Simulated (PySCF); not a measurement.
# C4H6N2SeSi: electronic excitations

Aim: predict the electronic excitations of C4H6N2SeSi (`C[Si@@]([SeH])(C#N)CC#N`).

Computed with PySCF 2.14.0, with density-fitted response routines of our own, on a single molecule in the gas phase. Atoms count from 0, in the outputs and in this text.

### 1 The molecule as given

14 atoms, charge 0, multiplicity 1; geometry from: GFN2-xTB.

Bonds of the start (Å): C0–Si1 1.90, Si1–Se2 2.30, Si1–C3 1.87, C3–N4 1.14, Si1–C5 1.93, C5–C6 1.43, C6–N7 1.14, C0–H8 1.09, C0–H9 1.09, C0–H10 1.09, Se2–H11 1.44, C5–H12 1.09, C5–H13 1.09.

### 2 TDDFT and polarisability: CAM-B3LYP/def2-SVPD

The job: settings as JSON, then the geometry in Å.

```
{"job": {"kind": "uv", "xc": "CAM-B3LYP", "basis": "def2-SVPD", "nstates": 8, "ntriplets": 3}, "charge": 0, "multiplicity": 1}
C     -1.323885     0.445916    -1.208376
Si    -0.318271     0.352070     0.401535
Se     0.928175     2.238487     0.826546
C     -1.465927     0.114523     1.862135
N     -2.179336    -0.024646     2.745422
C      0.845128    -1.189412     0.410857
C      1.854095    -1.000035    -0.580909
N      2.636447    -0.777392    -1.385989
H     -1.886221     1.374571    -1.256796
H     -0.663115     0.411846    -2.071493
H     -2.029191    -0.376363    -1.291417
H      1.995105     1.835092    -0.048072
H      1.320682    -1.307405     1.385897
H      0.285636    -2.097726     0.188496
```

Level: TDDFT CAM-B3LYP/def2-SVPD, vertical, gas phase, core orbitals frozen in the response.

On the command line:

```console
$ OMP_NUM_THREADS=1 python probes_run.py task.json out
```

This one command runs all jobs of the session in turn.

The program printed:

```text
coarse grid: 59536 points
cycle   1  E = -2955.9063866030  dE =  4.396e-02  |g| = 6.792e-01  |ddm| = 5.380e+00
cycle   2  E = -2955.7089018564  dE =  1.975e-01  |g| = 1.199e+00  |ddm| = 2.260e+00
cycle   3  E = -2956.0313399214  dE = -3.224e-01  |g| = 9.722e-02  |ddm| = 1.350e+00
cycle   4  E = -2956.0333766407  dE = -2.037e-03  |g| = 4.150e-02  |ddm| = 2.148e-01
cycle   5  E = -2956.0337495204  dE = -3.729e-04  |g| = 1.566e-02  |ddm| = 7.162e-02
cycle   6  E = -2956.0337929773  dE = -4.346e-05  |g| = 6.468e-03  |ddm| = 2.228e-02
cycle   7  E = -2956.0338021903  dE = -9.213e-06  |g| = 1.285e-03  |ddm| = 8.597e-03
final grid: 124048 points
cycle   8  E = -2956.0337756231  dE =  1.142e-07  |g| = 1.646e-03  |ddm| = 6.835e-03
cycle   9  E = -2956.0337746255  dE =  9.976e-07  |g| = 2.744e-03  |ddm| = 4.284e-03
cycle  10  E = -2956.0337761856  dE = -1.560e-06  |g| = 2.392e-04  |ddm| = 2.705e-03
cycle  11  E = -2956.0337761980  dE = -1.234e-08  |g| = 2.271e-05  |ddm| = 2.920e-04
cycle  12  E = -2956.0337761982  dE = -2.065e-10  |g| = 1.642e-05  |ddm| = 7.494e-05
converged SCF energy = -2956.0337761982

Static polarisability (au): isotropic 104.641, principal 91.049 102.315 120.560

Singlet excitations
state   eV       nm        f      main configurations
  1   5.4744    226.5   0.01018   H->L 0.45, H->L+3 0.26, H->L+1 0.24
  2   5.6286    220.3   0.00533   H->L 0.49, H->L+3 0.26, H->L+1 0.16
  3   6.4278    192.9   0.02262   H->L+1 0.51, H->L+3 0.28, H->L+2 0.12
  4   6.7191    184.5   0.05371   H->L+2 0.64, H->L+3 0.09
  5   7.0492    175.9   0.00456   H-4->L 0.29, H-2->L 0.28
  6   7.2567    170.9   0.01511   H->L+4 0.67
  7   7.2892    170.1   0.03980   H-1->L 0.43, H->L+4 0.10, H-5->L 0.10
  8   7.3991    167.6   0.01804   H-1->L+1 0.32, H-5->L+1 0.25, H-2->L 0.08

Triplet excitations (Tamm-Dancoff, eV): 5.0638 5.2467 5.9257
```

Run time: 94 s. Hardware: 1 thread of Arm Neoverse V1, shared host; peak memory 1.1 GiB.

The orbitals next to the gap, with their largest atomic shares:

| orbital | eV | atoms |
| --- | --- | --- |
| HOMO−3 | -11.42 | N7 46 %, C6 35 %, C5 9 % |
| HOMO−2 | -10.95 | Se2 19 %, N7 18 %, C6 13 % |
| HOMO−1 | -10.65 | Se2 36 %, Si1 14 %, C5 13 % |
| HOMO | -8.92 | Se2 78 %, Si1 8 %, H11 7 % |
| LUMO | -0.17 | Se2 24 %, C3 21 %, Si1 20 % |
| LUMO+1 | 0.18 | C3 21 %, N4 20 %, Si1 18 % |
| LUMO+2 | 0.55 | Se2 18 %, C6 12 %, Si1 12 % |

With each of the 8 states as a Gaussian band of 0.4 eV half-width at 1/e, the curve within the window shown has maxima at 224 nm (ε 610), 172 nm (ε 3,400) L/(mol cm). Beyond the last state computed it falls off for lack of states. The curve at chosen wavelengths:

(nm, ε (L/mol/cm)): (161, 1179), (165, 2352), (168, 3060), (172, 3397), (176, 3293), (180, 3214), (183, 3195), (187, 3015), (191, 2539), (194, 2049), (198, 1388), (202, 872), (206, 570), (209, 475), (213, 472), (217, 537), (221, 598), (224, 614), (228, 582), (232, 501), (235, 421), (239, 310), (243, 211), (247, 134), (250, 91), (254, 52)

Leading natural transition orbitals of singlet state 4: the hole lies on Se2 78 %; H11 11 %; the particle on Se2 20 %; Si1 15 %; H11 11 %.

Leading natural transition orbitals of singlet state 1: the hole lies on Se2 79 %; H11 11 %; the particle on Se2 38 %; Si1 27 %; H11 11 %.

Further results of this job:

| property | computed |
| --- | --- |
| dipole moment (D) | 1.55 |
| polarisability (Å³) | 15.51 |
| HOMO–LUMO gap (eV) | 8.75 |
| −ε(HOMO) (eV) | 8.92 |

Orbitals, density, ELF and potential are computed afterwards from the orbital file.

Frontier orbitals at CAM-B3LYP/def2-SVPD, with the share of their density that lies nearest to each atom:

| orbital | energy (eV) | lies on |
| --- | --- | --- |
| HOMO | -8.92 | Se2 77 %; H11 11 % |
| LUMO | -0.17 | C3 21 %; N4 20 %; Si1 19 % |

ELF in a plane through or near 6 of the atoms.

Values, 10 rows by 14 columns:
```
0.00 0.00 0.00 0.00 0.00 0.00 0.00 0.00 0.00 0.00 0.00 0.00 0.00 0.00
0.00 0.00 0.00 0.00 0.00 0.00 0.00 0.00 0.00 0.09 0.29 0.19 0.00 0.00
0.00 0.00 0.00 0.00 0.25 0.89 0.30 0.00 0.21 0.50 0.85 0.80 0.12 0.00
0.00 0.00 0.00 0.01 0.57 1.00 0.81 0.05 0.51 0.73 0.67 0.59 0.06 0.00
0.00 0.01 0.20 0.57 0.68 0.60 0.61 0.79 0.36 0.51 0.35 0.10 0.00 0.00
0.00 0.20 0.75 0.68 0.15 0.63 0.30 0.42 0.78 0.15 0.01 0.00 0.00 0.00
0.00 0.37 0.89 0.90 0.62 0.25 0.05 0.66 0.36 0.65 0.13 0.01 0.00 0.00
0.00 0.01 0.34 0.45 0.16 0.00 0.84 1.00 0.76 0.48 0.20 0.00 0.00 0.00
0.00 0.00 0.00 0.00 0.00 0.00 0.08 0.63 0.12 0.04 0.01 0.00 0.00 0.00
0.00 0.00 0.00 0.00 0.00 0.00 0.00 0.00 0.00 0.00 0.00 0.00 0.00 0.00
```
The map spans 11.1 Å across and 9.9 Å up, centred on the molecule. Atoms in the plane (x, y in Å): C0 (1.1, -1.4), C5 (-1.0, 0.9), C6 (-2.1, 0.0), N7 (-3.0, -0.7), H9 (0.3, -2.1), H12 (-1.3, 1.9).

On the surface of density 0.002 e/bohr³ the electrostatic potential runs, from the 1st to the 99th percentile, from -1.47 V near N7 to 1.83 V near H13.

### 3 Outcome

```
                                quantity                        value
    lowest singlet (CAM-B3LYP/def2-SVPD)  5.47 eV (226 nm), f = 0.010
brightest single state of those computed  state 4, 6.72 eV, f = 0.054
                          lowest triplet                      5.06 eV
   surface potential, 1st and 99th percentile           -1.47 V and 1.83 V
```

**Reading.** The lowest singlet, at 5.47 eV, is HOMO→LUMO 0.45, HOMO→LUMO+3 0.26 and is weak; of the 8 states computed, the strongest absorption comes from state 4 at 6.72 eV. The lowest triplet lies 0.41 eV below the lowest singlet (triplets in Tamm-Dancoff, singlets in full TDDFT).
